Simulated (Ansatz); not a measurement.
# F₂GeH₄SSi: up Jacob's ladder to CCSD(T)

An exercise on one series of results from a longer session: the logs are not shown, and one member is left open.

The runs use Ansatz 0.2.0, Gaussian basis; functionals in def2-TZVPP, the program's frozen cores in correlated methods.

Plan: LDA (SPW92), PBE-D4, revPBE-D4, BLYP-D4, r2SCAN-D4, B97M-V, PBE0-D4, B3LYP-D4, r2SCANh-D4, r2SCAN0-D4, HSE06-D4, BHLYP-D4, CAM-B3LYP-D4, LC-ωPBE, ωB97X-V, ωB97M-V, B2PLYP, PBE-QIDH; CCSD(T)/def2-SVP; CCSD(T)/def2-TZVPP; MP2/def2-QZVPP; extrapolation to the limit; RPA on PBE.

## The relaxed structure

All runs share one geometry, relaxed beforehand with PBE0-D4 in a triple-zeta def2 set.

SMILES `F[Si](F)(S)[GeH3]`, 9 atoms, charge 0, spin multiplicity 1.

Atoms are counted from 1 here; the program's logs count them from 0.

Bond lengths: F1–Si2 1.590 Å, Si2–F3 1.591 Å, Si2–S4 2.117 Å, Si2–Ge5 2.373 Å, S4–H6 1.345 Å, Ge5–H7 1.534 Å, Ge5–H8 1.536 Å, Ge5–H9 1.535 Å. Angles: F1–Si2–F3 106.8°, F1–Si2–S4 104.7°, F1–Si2–Ge5 111.0°, F3–Si2–S4 110.6°, F3–Si2–Ge5 108.5°, S4–Si2–Ge5 114.9°, Si2–S4–H6 92.3°, Si2–Ge5–H7 109.3°, Si2–Ge5–H8 108.4°, Si2–Ge5–H9 110.8°, H7–Ge5–H8 109.1°, H7–Ge5–H9 109.8°, H8–Ge5–H9 109.3°.

The first run:

in.yaml

```yaml
crystal:
  periodic: [false, false, false]
  atoms:
    - {symbol: F, position_ang: [1.019756, -1.825136, -1.056507]}
    - {symbol: Si, position_ang: [0.866067, -0.364890, -0.447744]}
    - {symbol: F, position_ang: [2.144761, -0.108311, 0.463918]}
    - {symbol: S, position_ang: [0.880993, 0.922433, -2.128895]}
    - {symbol: Ge, position_ang: [-1.072471, -0.208854, 0.912019]}
    - {symbol: H, position_ang: [0.731418, 2.016901, -1.361392]}
    - {symbol: H, position_ang: [-2.298738, -0.641363, 0.098264]}
    - {symbol: H, position_ang: [-1.246386, 1.255482, 1.343524]}
    - {symbol: H, position_ang: [-0.936799, -1.092563, 2.159514]}
basis:
  gaussian: {orbitals: def2-TZVPP}
hamiltonian: {xc: lda}
output: {orbitals: {seedname: orbitals}}
```

Steps of the session up to this table: LDA; PBE-D4 (GGA); revPBE-D4 (GGA); BLYP-D4 (GGA); r2SCAN-D4 (meta-GGA); B97M-V (meta-GGA); PBE0-D4 (hybrid); B3LYP-D4 (hybrid); r2SCANh-D4 (hybrid); r2SCAN0-D4 (hybrid); HSE06-D4 (hybrid); BHLYP-D4 (hybrid); CAM-B3LYP-D4 (range-separated); LC-ωPBE (range-separated); ωB97X-V (range-separated); ωB97M-V (range-separated); B2PLYP (double hybrid); PBE-QIDH (double hybrid).

One table of the session follows, with a row left open; its other results are not shown here.

It belongs to the step «Orbital energies across the functionals». 

```
  functional  HOMO (eV)  gap (eV)
 LDA (SPW92)      -6.91      5.44
      PBE-D4      -6.78      5.51
   revPBE-D4      -6.72      5.55
     BLYP-D4      -6.61      5.49
   r2SCAN-D4      -7.07      6.05
      B97M-V      -7.17      6.08
     PBE0-D4      -7.99      7.58
    B3LYP-D4      -7.75      7.16
  r2SCANh-D4      -7.52      6.80
  r2SCAN0-D4      -8.18      7.91
    HSE06-D4      -7.59      6.81
    BHLYP-D4      -9.06      9.62
CAM-B3LYP-D4      -9.29      9.98
     LC-ωPBE     -10.65     12.46
     ωB97X-V     -10.30     12.00
     ωB97M-V          ?         ?
```

**Question.** Estimate the row for ωB97M-V.

The run gave: HOMO (eV): -10.10; gap (eV): 11.59. In the column «HOMO (eV)» it lies between ωB97X-V (-10.30) and CAM-B3LYP-D4 (-9.29).
